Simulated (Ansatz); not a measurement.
# Cl₃FH₂SSi₂: geometry optimisation

The task is to find a stationary geometry of Cl₃FH₂SSi₂.

Method: RKS PBE0-D4/def2-TZVP; program: Ansatz 0.2.0, Gaussian basis.

The runs, in order: relaxation at PBE0-D4/def2-TZVP.

1 further run of the same task is left out (set aside as unsound or not needed).

### Step 1. The starting structure

SMILES `F[Si](Cl)(Cl)S[SiH2]Cl`, 9 atoms, charge 0, spin multiplicity 1.

Atoms are counted from 1 here; the program's logs count them from 0.

Bond lengths: F1–Si2 1.615 Å, Si2–Cl3 1.986 Å, Si2–Cl4 1.999 Å, Si2–S5 2.130 Å, S5–Si6 2.178 Å, Si6–Cl7 1.996 Å, Si6–H8 1.452 Å, Si6–H9 1.450 Å. Angles: F1–Si2–Cl3 107.4°, F1–Si2–Cl4 104.8°, F1–Si2–S5 106.3°, Cl3–Si2–Cl4 113.5°, Cl3–Si2–S5 109.9°, Cl4–Si2–S5 114.4°, Si2–S5–Si6 104.0°, S5–Si6–Cl7 110.8°, S5–Si6–H8 107.5°, S5–Si6–H9 100.4°, Cl7–Si6–H8 110.8°, Cl7–Si6–H9 112.1°, H8–Si6–H9 114.6°.

Coordinates:

```xyz
9
Cl3FH2SSi2
F    -1.93114   -0.39629   -0.62869
Si   -1.31457   -0.46831    0.86174
Cl   -2.77795   -0.02851    2.13096
Cl   -0.63818   -2.34021    1.04421
S     0.20030    1.02651    0.95519
Si    1.37535    0.69816   -0.84908
Cl    2.35541   -1.03747   -0.75119
H     0.45866    0.70996   -1.97461
H     2.27211    1.83615   -0.78853
```

The start is a GFN2-xTB geometry.

### Step 2. Relaxation at PBE0-D4/def2-TZVP

in.yaml reads:

```yaml
crystal:
  periodic: [false, false, false]
  atoms:
    - {symbol: F, position_ang: [-1.931140, -0.396290, -0.628690]}
    - {symbol: Si, position_ang: [-1.314570, -0.468310, 0.861740]}
    - {symbol: Cl, position_ang: [-2.777950, -0.028510, 2.130960]}
    - {symbol: Cl, position_ang: [-0.638180, -2.340210, 1.044210]}
    - {symbol: S, position_ang: [0.200300, 1.026510, 0.955190]}
    - {symbol: Si, position_ang: [1.375350, 0.698160, -0.849080]}
    - {symbol: Cl, position_ang: [2.355410, -1.037470, -0.751190]}
    - {symbol: H, position_ang: [0.458660, 0.709960, -1.974610]}
    - {symbol: H, position_ang: [2.272110, 1.836150, -0.788530]}
basis:
  gaussian: {orbitals: def2-TZVP}
hamiltonian: {xc: pbe0, dispersion: d4}
relax: {f_tol: 0.005, max_steps: 150}
```

The run is started by

```sh
$ ansatz run in.yaml --threads 2 --pin off --events-out ev --progress --plain --max-ram 32768MiB --backend cuda --devices 0, --max-vram 18GiB
```

Before running them: what should the planned runs give, taken together? Wanted: point group; shift from the start; total energy; dispersion term; dipole moment.

As calculated:

| quantity | value |
| --- | --- |
| point group | C1 |
| steps | 22 |
| shift from the start (rms) | 0.479 Å |
| total energy | -66894.2872 eV |
| dispersion term | -396 meV |
| dipole moment | 0.98 D |

In words: The atoms moved 0.48 Å (rms) from the start; the bond that changed most is Si6–Cl7, from 1.996 to 2.043 Å. No vibrations were run, so it is not proven to be a minimum. The largest Mulliken charge, +0.68 e, sits on Si2.
